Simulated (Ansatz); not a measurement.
Consider a check of PAW against all-electron LAPW of SnSe₂, space group P-3m1 (the Ansatz DFT code, driven from Python).

The script, `run_paw_lapw.py`:
```python
"""Checking the PAW result for SnSe2 with LAPW."""

import ansatz as az
import numpy as np
from pymatgen.core import Lattice, Structure
from pymatgen.io.ase import AseAtomsAdaptor

config = {
    "smearing": "Fixed",
    "kgrid": (6, 6, 4),
}


def count_gap(report):
    # lowest empty less highest filled band, counting bands; zero where they overlap
    return max(report.get("gap_by_band_count_ev") or 0.0, 0.0)

pmg_structure = Structure(
    Lattice([(3.811, 0.0, 0.0), (-1.9055, 3.300423, 0.0), (0.0, 0.0, 6.136)]),
    ["Sn", "Se", "Se"],
    [
        (0.0, 0.0, 0.0),
        (1 / 3, 2 / 3, 0.249),
        (2 / 3, 1 / 3, 0.751),
    ],
)
structure = az.Crystal.from_ase(AseAtomsAdaptor.get_atoms(pmg_structure))

base = (
    structure.calculation()
    .occupations(config["smearing"])
    .kpoints(*config["kgrid"])
    .functional(az.Functional.PBE)
    .stress()
    .forces()
    .band_table()
)
variants = {
    "PAW": base.pseudopotentials("paw"),
    "LAPW": base.pseudopotentials("all_electron", lapw=True),
}
# totals differ by the cores that each treatment holds, so compare what does not depend on them
rows = []
for label, variant in variants.items():
    report = variant.run().report
    levels = np.array(report["eigenvalues_ev"][0]) - report["fermi_energy_ev"]
    print(label, "levels at the first k-point near E_F:", np.round(levels[np.abs(levels) < 5], 3))
    rows.append((label, report["n_electrons"], np.trace(report["stress_gpa"]) / 3, float(np.abs(report["forces_ev_ang"]).max()), count_gap(report)))
lines = [",".join(["treatment", "electrons in bands", "P GPa", "max force component eV/A", "gap by band count eV"])] + [",".join(f"{v:.4f}" if isinstance(v, float) else str(v) for v in row) for row in rows]
print("\n".join(lines))
with open("paw_lapw.csv", "w") as handle:
    handle.write("\n".join(lines) + "\n")
```

How well do the two treatments of the cores agree on the pressure?

PAW gives 5.571 GPa and LAPW 5.560 GPa, 0.011 GPa apart. They took 3.3 and 28.8 s of processor time.

The output:

```console
$ python run_paw_lapw.py
DeckWarning: basis.ecutwfc = 420 eV, auto-derived from the records' recommended cutoffs: set by Sn (normal level)
PAW levels at the first k-point near E_F: [-0.69  -0.69  -0.384 -0.384  0.     1.103  2.959  4.652  4.652]
LAPW levels at the first k-point near E_F: [-0.688 -0.688 -0.382 -0.382  0.     1.108  2.962  4.655  4.655]
treatment,electrons in bands,P GPa,max force component eV/A,gap by band count eV
PAW,46.0000,5.5713,0.7798,0.8235
LAPW,70.0000,5.5604,0.7777,0.8260
```
(Warnings from the package without file and line.)

What to keep in mind:
- Spin-orbit coupling, left out here, can change this gap by several tenths of an eV, and inverted bands can meet off the mesh.
- The computed bands are complete only to about 4.4 eV above the Fermi level.
- With fixed filling the reported Fermi level is the top filled level among the k-points of the SCF.
- At these settings the cell as given stands under about 6 GPa, so it isn't at this functional's equilibrium volume.
- The structure is a deposited one; some such entries were measured under pressure or heat, so a shift against it needn't be the functional's error alone.
- Levels are Kohn-Sham eigenvalues on this mesh, without spin-orbit coupling.
- Pressure is positive in compression; the treatments may keep other shells as core, so totals and counts of electrons can differ.
- Wall time of the script: 34 s on 1 thread of Arm Neoverse V1 (shared host), peak memory 0.64 GiB.
